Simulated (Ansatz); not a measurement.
# C2H9BOSi: the cost of one run

Program: Ansatz 0.2.0. Level of theory: RKS PBE0/6-31G*. These are calculated values, not measurements.

**1. The starting structure**

Bond lengths: C1–O2 1.349 Å, O2–B3 1.453 Å, B3–C4 1.594 Å, C4–Si5 1.834 Å, C1–H6 1.120 Å, C1–H7 1.149 Å, C1–H8 1.100 Å, B3–H9 1.247 Å, C4–H10 1.061 Å, C4–H11 1.176 Å, Si5–H12 1.480 Å, Si5–H13 1.434 Å, Si5–H14 1.433 Å. Angles (14 of 22 angles, heavy atoms first): C1–O2–B3 107.5°, O2–B3–C4 125.1°, B3–C4–Si5 111.5°, O2–C1–H6 117.2°, O2–C1–H7 112.7°, O2–C1–H8 110.9°, O2–B3–H9 117.8°, C4–B3–H9 117.0°, B3–C4–H10 110.5°, B3–C4–H11 103.1°, Si5–C4–H10 114.0°, Si5–C4–H11 108.2°, C4–Si5–H12 111.2°, C4–Si5–H13 108.7°.

Coordinates:

```xyz
14

C    -1.5693    0.0147    1.5170
O    -0.9539   -1.1609    1.2730
B     0.3304   -0.8635    0.6616
C     0.6072   -0.8076   -0.9071
Si    1.1129    0.8730   -1.4403
H    -1.0588    0.7229    2.2189
H    -1.7920    0.6070    0.5578
H    -2.5628   -0.1462    1.9606
H     1.3061   -0.6806    1.4161
H     1.2837   -1.5735   -1.1934
H    -0.4481   -1.0379   -1.3720
H     0.1382    1.8926   -0.9934
H     2.3548    1.2029   -0.8032
H     1.2387    0.9280   -2.8669
```

**2. End point A**

input.yaml

```yaml
crystal:
  periodic: [false, false, false]
  atoms:
    - { symbol: C, position_ang: [-1.5693, 0.0147, 1.517] }
    - { symbol: O, position_ang: [-0.9539, -1.1609, 1.273] }
    - { symbol: B, position_ang: [0.3304, -0.8635, 0.6616] }
    - { symbol: C, position_ang: [0.6072, -0.8076, -0.9071] }
    - { symbol: Si, position_ang: [1.1129, 0.873, -1.4403] }
    - { symbol: H, position_ang: [-1.0588, 0.7229, 2.2189] }
    - { symbol: H, position_ang: [-1.792, 0.607, 0.5578] }
    - { symbol: H, position_ang: [-2.5628, -0.1462, 1.9606] }
    - { symbol: H, position_ang: [1.3061, -0.6806, 1.4161] }
    - { symbol: H, position_ang: [1.2837, -1.5735, -1.1934] }
    - { symbol: H, position_ang: [-0.4481, -1.0379, -1.372] }
    - { symbol: H, position_ang: [0.1382, 1.8926, -0.9934] }
    - { symbol: H, position_ang: [2.3548, 1.2029, -0.8032] }
    - { symbol: H, position_ang: [1.2387, 0.928, -2.8669] }
basis:
  gaussian: { orbitals: "6-31G*" }
hamiltonian:
  xc: pbe0
relax:
  f_tol: 0.02
  max_steps: 50
```

Run with:

```bash
> ansatz run input.yaml --threads 2 --pin off --max-ram 3072MiB --backend cpu --events-out ev --progress --plain --runs-dir out
```

**Question.** How long does this run take on 2 threads of Intel Xeon 6975P-C (Granite Rapids), shared host, and how much memory does it need?

About 31 s, with a peak of 0.24 GiB.
